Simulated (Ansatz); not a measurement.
# CH7BSSi: small, medium and large basis sets

The task here is to estimate one member of a computed series from the others.

The runs use Ansatz 0.2.0, Gaussian basis; one geometry, several basis sets.

The runs, in order: PBE0-D4/def2-SVP; ωB97M-V/def2-SVP; PBE0-D4/def2-QZVPP; ωB97M-V/def2-QZVPP; the functionals' def2-TZVPP values are taken from earlier runs.

### The relaxed structure

All runs share one geometry, relaxed beforehand with PBE0-D4 in a triple-zeta def2 set.

11 atoms, charge 0, spin multiplicity 1.

Atoms are counted from 1 here; the program's logs count them from 0.

Bond lengths: B1–C2 1.567 Å, B1–S4 2.049 Å, B1–H5 1.197 Å, B1–H6 1.198 Å, C2–Si3 1.868 Å, C2–S4 1.846 Å, C2–H7 1.088 Å, Si3–H8 1.488 Å, Si3–H9 1.486 Å, Si3–H10 1.486 Å, S4–H11 1.343 Å. Angles: C2–B1–S4 59.6°, C2–B1–H5 119.6°, C2–B1–H6 118.7°, S4–B1–H5 109.9°, S4–B1–H6 107.7°, H5–B1–H6 120.7°, B1–C2–Si3 120.6°, B1–C2–S4 73.3°, B1–C2–H7 119.1°, Si3–C2–S4 111.2°, Si3–C2–H7 114.4°, S4–C2–H7 109.4°, C2–Si3–H8 111.8°, C2–Si3–H9 108.7°, C2–Si3–H10 108.4°, H8–Si3–H9 109.1°, H8–Si3–H10 109.0°, H9–Si3–H10 109.8° and more.

The first run:

Input file in.yaml:

```yaml
crystal:
  periodic: [false, false, false]
  atoms:
    - {symbol: B, position_ang: [-1.107610, 0.949760, 0.193567]}
    - {symbol: C, position_ang: [-0.090267, -0.015470, -0.506096]}
    - {symbol: Si, position_ang: [1.612069, -0.288948, 0.213243]}
    - {symbol: S, position_ang: [-1.346069, -1.080828, 0.327035]}
    - {symbol: H, position_ang: [-2.003626, 1.425010, -0.441586]}
    - {symbol: H, position_ang: [-0.850255, 1.359418, 1.289178]}
    - {symbol: H, position_ang: [-0.152391, -0.158261, -1.582934]}
    - {symbol: H, position_ang: [2.227970, -1.547526, -0.287502]}
    - {symbol: H, position_ang: [1.498108, -0.359944, 1.692673]}
    - {symbol: H, position_ang: [2.474629, 0.857937, -0.171870]}
    - {symbol: H, position_ang: [-2.197258, -1.198149, -0.705308]}
basis:
  gaussian: {orbitals: def2-SVP}
hamiltonian: {xc: pbe0, dispersion: d4}
output: {orbitals: {seedname: orbitals}}
```

On the command line:

```
ansatz run in.yaml --threads 2 --pin off --events-out ev --progress --plain --max-ram 4352MiB
```

Among the steps run: PBE0-D4 in def2-SVP; ωB97M-V in def2-SVP; PBE0-D4 in def2-QZVPP; ωB97M-V in def2-QZVPP.

One table of the session follows, with a row left open; its other results are not shown here.

It belongs to the step «Functionals by basis». 

| functional | basis | HOMO (eV) | LUMO (eV) |
| --- | --- | --- | --- |
| PBE0-D4 | def2-SVP | -7.92 | -0.04 |
| PBE0-D4 | def2-TZVPP | -7.93 | -0.42 |
| PBE0-D4 | def2-QZVPP | -7.93 | -0.53 |
| ωB97M-V | def2-SVP | -10.06 | 1.92 |
| ωB97M-V | def2-TZVPP | -10.09 | 1.38 |
| ωB97M-V | def2-QZVPP | ? | ? |

**Question.** Estimate the row for ωB97M-V, def2-QZVPP.

**Answer.** HOMO (eV): -10.10; LUMO (eV): 1.06. In the column «HOMO (eV)» it is the lowest.
